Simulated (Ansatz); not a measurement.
# F3HMoOS: the cost of one run

Computed with Ansatz 0.2.0, Gaussian basis. Level: unrestricted cation, the program's frozen cores in correlated methods.

The runs, in order: UKS PBE-D4/def2-TZVPP; UKS r2SCAN-D4/def2-TZVPP; UKS PBE0-D4/def2-TZVPP; UKS B3LYP-D4/def2-TZVPP; UKS wB97X-V/def2-TZVPP; UKS wB97M-V/def2-TZVPP; UKS B2PLYP/def2-TZVPP; UHF-CCSD(T)/def2-TZVPP; UHF-MP2/def2-QZVPP; extrapolation to the limit; then −ε(HOMO) from the neutral's earlier runs with LDA (SPW92), PBE-D4, revPBE-D4, BLYP-D4, r2SCAN-D4, B97M-V, PBE0-D4, B3LYP-D4, r2SCANh-D4, r2SCAN0-D4, HSE06-D4, BHLYP-D4, CAM-B3LYP-D4, LC-ωPBE, ωB97X-V, ωB97M-V.

**1. The geometry**

An earlier PBE0-D4 in a triple-zeta def2 set relaxation fixed the geometry. Mo takes the def2 core potential; no spin-orbit term is included.

7 atoms, charge 0, spin multiplicity 1.

Atoms are counted from 1 here; the program's logs count them from 0.

Bond lengths: O1–Mo2 1.848 Å, O1–H7 0.962 Å, Mo2–F3 1.850 Å, Mo2–F4 1.850 Å, Mo2–F5 1.842 Å, Mo2–S6 2.068 Å. Angles: Mo2–O1–H7 127.4°, O1–Mo2–F3 88.3°, O1–Mo2–F4 88.4°, O1–Mo2–F5 150.2°, O1–Mo2–S6 103.9°, F3–Mo2–F4 147.4°, F3–Mo2–F5 83.5°, F3–Mo2–S6 106.2°, F4–Mo2–F5 83.5°, F4–Mo2–S6 106.1°, F5–Mo2–S6 105.9°.

Geometry (Å):

```xyz
7

O     0.0178   -1.3749    0.6710
Mo   -0.0326    0.3282   -0.0450
F     1.8159    0.3510    0.0187
F    -1.5530   -0.1650   -0.9756
F     0.2126    1.4725   -1.4679
S    -0.6775    1.5082    1.5267
H     0.2781   -2.1879    0.2266
```

**2. Cation, UKS PBE-D4/def2-TZVPP**

in.yaml reads:

```yaml
crystal:
  periodic: [false, false, false]
  atoms:
    - {symbol: O, position_ang: [0.017757, -1.374868, 0.670957]}
    - {symbol: Mo, position_ang: [-0.032564, 0.328223, -0.044972]}
    - {symbol: F, position_ang: [1.815908, 0.350968, 0.018702]}
    - {symbol: F, position_ang: [-1.552952, -0.165013, -0.975583]}
    - {symbol: F, position_ang: [0.212589, 1.472501, -1.467931]}
    - {symbol: S, position_ang: [-0.677543, 1.508232, 1.526714]}
    - {symbol: H, position_ang: [0.278106, -2.187943, 0.226613]}
basis:
  gaussian: {orbitals: def2-TZVPP}
total_charge: 1
magnetization: {spin_polarized: true, initial_magnetization: 1}
hamiltonian: {xc: pbe, dispersion: d4}
```

Command:

```
$ ansatz run in.yaml --threads 2 --pin off --events-out ev --progress --plain --max-ram 22528MiB --backend cpu
```

What time and memory should one allow on 2 threads of AMD EPYC 7R13, shared host?

About 30 s, with a peak of 0.83 GiB.
